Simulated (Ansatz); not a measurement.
## C2H4BN, SMILES B1CC=N1: a ladder of methods at one geometry, step by step

With Ansatz's Python interface.

Run as a notebook:

```python
from pathlib import Path

import ansatz as az
import numpy as np
```

```python
geometry_ang = [
    ("B", (-0.4929, 0.746, -0.5981)),
    ("C", (0.494, 0.2277, 0.2782)),
    ("C", (-0.1802, -1.0916, 0.205)),
    ("N", (-1.0201, -0.6207, -0.5803)),
    ("H", (-0.8201, 1.8166, -1.1269)),
    ("H", (1.5054, 0.2423, -0.1888)),
    ("H", (0.4951, 0.6665, 1.305)),
    ("H", (0.1109, -2.044, 0.6501)),
]
geometry = az.Crystal.molecule()
for symbol, xyz in geometry_ang:
    geometry = geometry.atom(symbol, xyz)
```

```python
calc = geometry.calculation().basis(gaussian="def2-SVP").accuracy("medium")

print("functional    E (Ha)        dipole (D)   HOMO (eV)  LUMO (eV)")
for name in ["r2scan0", "revpbe", "lc_wpbe", "b3lyp", "hf"]:
    rep = calc.functional(name).forces().orbitals().run(threads=1, runs_dir="runs").report
    lines = Path(rep["orbitals_path"]).read_text().splitlines()
    field_of = lambda key: [line.split("=")[1].strip() for line in lines if line.startswith(key)]
    orbitals = [(27.211386 * float(e), s, float(n)) for e, s, n in zip(field_of("Ene="), field_of("Spin="), field_of("Occup="))]
    homo = max(e for e, _, n in orbitals if n > 0.5)
    lumo = min(e for e, _, n in orbitals if n < 0.5)
    dipole = 4.803205 * np.linalg.norm(rep["charge_distribution"]["dipole_moment_e_ang"])
    print(f"{name:10s} {rep['free_energy_ev'] / 27.211386246:14.6f} {dipole:9.3f} {homo:11.3f} {lumo:10.3f}")
```

    functional    E (Ha)        dipole (D)   HOMO (eV)  LUMO (eV)
    r2scan0       -157.865018     2.236      -5.926     -1.785
    revpbe        -157.935970     2.041      -4.223     -2.947
    lc_wpbe       -157.873750     2.288      -8.559      0.495
    b3lyp         -157.986449     2.108      -5.520     -2.151
    hf            -156.965999     2.387      -9.434      2.073

These settings explore the input space; basis and method may be short of convergence. The geometry is a force-field or estimated start, not a minimum of this method, and the basis set is short of its limit. A lower total doesn't mark the better method: functionals have no common bound, and MP2 and coupled cluster aren't variational. b3lyp holds the VWN-RPA fit, as in Gaussian; the form of ORCA and Turbomole is b3lyp5. Levels such as HOMO and LUMO are orbital energies: with these approximate functionals they aren't the ionisation energy and electron affinity, and their gap isn't the fundamental gap. Finished in 9.4 s on 1 thread of Arm Neoverse V2, with other jobs on the host, peak memory 0.22 GiB.

(Lines on the test bed's own set-up are left out of the output.)
